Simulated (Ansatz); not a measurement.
# NaF, space group Fm-3m: a frozen displacement of one atom

Program: the Python package of Ansatz (0.2.0).

Interactive session:
```pycon
>>> import ansatz as az
>>> import numpy as np
>>> vectors = np.array([
...     [0.0, 2.32, 2.32],
...     [2.32, 0.0, 2.32],
...     [2.32, 2.32, 0.0],
... ])
>>> crystal = (
...     az.Lattice.of(vectors)
...     .atom('Na', (0.0, 0.0, 0.0))
...     .atom('F', (0.5, 0.5, 0.5))
... )
>>> len(crystal.resolved().sites)
2
>>> inverse = np.linalg.inv(np.array(crystal.lattice.vectors))
>>> home = np.array(crystal.sites[0].position)
>>> values = np.linspace(-0.02, 0.02, 5)
>>> energies, pulls = [], []
>>> for shift in values:
...     moved = crystal.move(0, to=home + shift * inverse[1])
...     model = moved.calculation()
...     model = model.functional('pbe')
...     model = model.basis(510).kpoints(8, 8, 8)
...     model = model.occupations('fixed').forces()
...     summary = model.run().report
...     energies.append(summary['free_energy_ev'])
...     pulls.append(summary['forces_ev_ang'][0][1])
...
>>> # the force is minus the slope of the free energy
>>> print('shift (A)   dE (eV)   force along y (eV/A)')
shift (A)   dE (eV)   force along y (eV/A)
>>> for shift, e, f in zip(values, energies, pulls):
...     print(f'{shift:8.3f} {e - energies[2]:10.5f} {f:12.4f}')
...
  -0.020    0.00046       0.0464
  -0.010    0.00012       0.0232
   0.000    0.00000       0.0000
   0.010    0.00012      -0.0232
   0.020    0.00046      -0.0464
>>> print(f'stiffness from energies {2 * np.polyfit(values, energies, 2)[0]:.3f}, from forces {-np.polyfit(values, pulls, 1)[0]:.3f} eV/A^2')
stiffness from energies 2.319, from forces 2.320 eV/A^2
```

The curvature of the energy gives 2.319 eV/Å² and the slope of the force 2.320 eV/Å², a positive curvature.

Notes:
- The structure is a deposited one; some such entries were measured under pressure or heat, so a shift against it needn't be the functional's error alone.
- All periodic images of the atom move with it, so the curvature is one diagonal element of the zone-centre force constants and no normal mode; a positive value doesn't exclude soft modes in which several atoms move.
- Finished in 7.4 s on 1 thread of Arm Neoverse V1 (shared host), peak memory 0.35 GiB.
